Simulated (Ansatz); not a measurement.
# AlBr₂H₂N: how energies converge with the basis set

The task here is to estimate one member of a computed series from the others.

The runs use Ansatz 0.2.0, Gaussian basis; one geometry, several basis sets.

Plan: PBE0-D4/def2-SVP; ωB97M-V/def2-SVP; PBE0-D4/def2-QZVPP; ωB97M-V/def2-QZVPP; the functionals' def2-TZVPP values are taken from earlier runs.

## Structure used throughout

An earlier PBE0-D4 in a triple-zeta def2 set relaxation fixed the geometry.

SMILES `[NH2][Al]([Br])[Br]`, 6 atoms, charge 0, spin multiplicity 1.

Atoms are counted from 1 here; the program's logs count them from 0.

Bond lengths: N1–Al2 1.748 Å, N1–H5 1.007 Å, N1–H6 1.007 Å, Al2–Br3 2.241 Å, Al2–Br4 2.241 Å. Angles: Al2–N1–H5 124.4°, Al2–N1–H6 124.3°, H5–N1–H6 111.3°, N1–Al2–Br3 119.8°, N1–Al2–Br4 119.8°, Br3–Al2–Br4 120.3°.

Set-up of the first run:

in.yaml

```yaml
crystal:
  periodic: [false, false, false]
  atoms:
    - {symbol: N, position_ang: [-0.146816, 1.033588, -0.042115]}
    - {symbol: Al, position_ang: [0.107771, -0.694466, 0.014892]}
    - {symbol: Br, position_ang: [1.634367, -1.550916, 1.413831]}
    - {symbol: Br, position_ang: [-1.094015, -2.042725, -1.311358]}
    - {symbol: H, position_ang: [0.353723, 1.700391, 0.521926]}
    - {symbol: H, position_ang: [-0.812831, 1.490029, -0.643277]}
basis:
  gaussian: {orbitals: def2-SVP}
hamiltonian: {xc: pbe0, dispersion: d4}
output: {orbitals: {seedname: orbitals}}
```

On the command line:

```sh
$ ansatz run in.yaml --threads 4 --pin off --events-out ev --progress --plain --max-ram 10444MiB
```

Among the steps run: PBE0-D4 in def2-SVP; ωB97M-V in def2-SVP; PBE0-D4 in def2-QZVPP; ωB97M-V in def2-QZVPP.

One table of the session follows, with a row left open; its other results are not shown here.

```
functional       basis  HOMO (eV)
   PBE0-D4    def2-SVP          ?
   PBE0-D4  def2-TZVPP      -8.00
   PBE0-D4  def2-QZVPP      -8.03
   ωB97M-V    def2-SVP     -10.17
   ωB97M-V  def2-TZVPP     -10.37
   ωB97M-V  def2-QZVPP     -10.41
```

Estimate the missing values for PBE0-D4, def2-SVP.

**Answer.** HOMO (eV): -7.83. In the column «HOMO (eV)» it is the highest.
